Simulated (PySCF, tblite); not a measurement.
# H₄HfO₃S, a small molecule taken as a stand-in for a surface group (hafnium hydroxide): NMR shifts, core binding energies and electronic excitations

Wanted: the NMR shifts, core binding energies and electronic excitations for `[OH][Hf]([OH])([OH])[SH]`.

Computed with tblite 0.8.0 and PySCF 2.14.0; each step states its level. No surroundings beyond the atoms listed, unless a continuum is named. Atoms count from 0, parts from 1.

### 1 The system as given

9 atoms, charge 0, multiplicity 1; geometry: distance geometry start.

### 2 Relaxing the cluster with GFN2-xTB

The job: settings as JSON, then the geometry in Å.

```
{"job": {"kind": "relax", "xc": "GFN2-xTB", "basis": "xTB"}, "charge": 0, "multiplicity": 1}
O      1.160551    -1.308026     0.534827
Hf    -0.083844     0.124067    -0.273248
O     -0.499812     1.561264     1.166308
O     -1.825978    -0.765679    -0.917386
S      1.025262     1.152487    -2.139789
H      1.442084    -2.123731     0.112055
H     -1.017975     2.362097     0.983272
H     -2.043648    -1.694654    -0.816035
H      1.531857     0.500406    -3.218304
```

With the program's defaults for keys left out, this is: GFN2-xTB geometry optimisation, gas phase.

The run is started by

```sh
$ OMP_NUM_THREADS=1 python cluster_run.py task.json out
```

This one command runs all jobs of the session in turn.

**Question.** The jobs that follow are: PBE0-D3(BJ)/def2-SVP geometry optimisation, gas phase; GIAO PBE0/pcSseg-1 Hf:def2-SVP NMR shielding, non-relativistic, gas phase; delta-SCF UKS SCAN, pcX-2 on the ionised atom, pcseg-1 elsewhere (x2c-SVPall past Kr), spin-free X2C; TDDFT CAM-B3LYP/def2-SVPD, vertical, gas phase, core orbitals frozen in the response. Predict: rotational constants (main isotopes); 1H shifts against TMS (PBE0/def2-SVP+pcSseg-1, means over atoms taken as alike); 17O shifts against H2O (PBE0/def2-SVP+pcSseg-1); 33S shifts against CS2 (PBE0/def2-SVP+pcSseg-1); surface potential, 1st and 99th percentile; O1s binding energies, SCAN/pcX-2; S2p binding energies, SCAN/pcX-2; lowest singlet (CAM-B3LYP/def2-SVPD); brightest single state of those computed; lowest triplet; vertical ionisation energy (ΔSCF).

**Answer**, as computed:

```
                                                                       quantity                               value
                                           rotational constants (main isotopes)                2.73, 1.68, 1.64 GHz
1H shifts against TMS (PBE0/def2-SVP+pcSseg-1, means over atoms taken as alike)                2.77, 2.45, 1.38 ppm
                                17O shifts against H2O (PBE0/def2-SVP+pcSseg-1)             181.7, 169.1, 167.7 ppm
                                33S shifts against CS2 (PBE0/def2-SVP+pcSseg-1)                            -100 ppm
                                          surface potential, 1st and 99th percentile                  -1.35 V and 2.47 V
                                               O1s binding energies, SCAN/pcX-2  O3 537.96, O2 537.82, O0 537.81 eV
                                               S2p binding energies, SCAN/pcX-2                        S4 168.74 eV
                                           lowest singlet (CAM-B3LYP/def2-SVPD)         5.48 eV (226 nm), f = 0.003
                                       brightest single state of those computed         state 3, 6.34 eV, f = 0.048
                                                                 lowest triplet                             5.21 eV
                                              vertical ionisation energy (ΔSCF)                             9.27 eV
```

In words: The optimisation took 24 steps and gained 1.121 eV; among the close pairs (by a distance rule), Hf1–H7 changed most, from 2.386 to 2.864 Å (PBE0/def2-SVP). No frequency check was run at this level, so the end point may be a saddle. At PBE0/def2-SVP+pcSseg-1: Shielding is most anisotropic at S4 (span 370 ppm, paramagnetic term -462 ppm). O3 (oxygen bonded to Hf, H) binds its O1s electron 0.15 eV more tightly than O0 (oxygen bonded to Hf, H). The lowest singlet, at 5.48 eV, is HOMO→LUMO+1 0.82, HOMO→LUMO 0.09 and is weak; of the 6 states computed, the strongest absorption comes from state 3 at 6.34 eV. The lowest triplet lies 0.28 eV below the lowest singlet (triplets in Tamm-Dancoff, singlets in full TDDFT). Spin-orbit coupling, left out, mixes singlets and triplets in elements this heavy. ΔSCF puts the ionisation energy at 9.27 eV, 0.95 eV above −ε(HOMO). Spin-orbit coupling is left out, which matters for shieldings and couplings at and beside the heavy atoms.
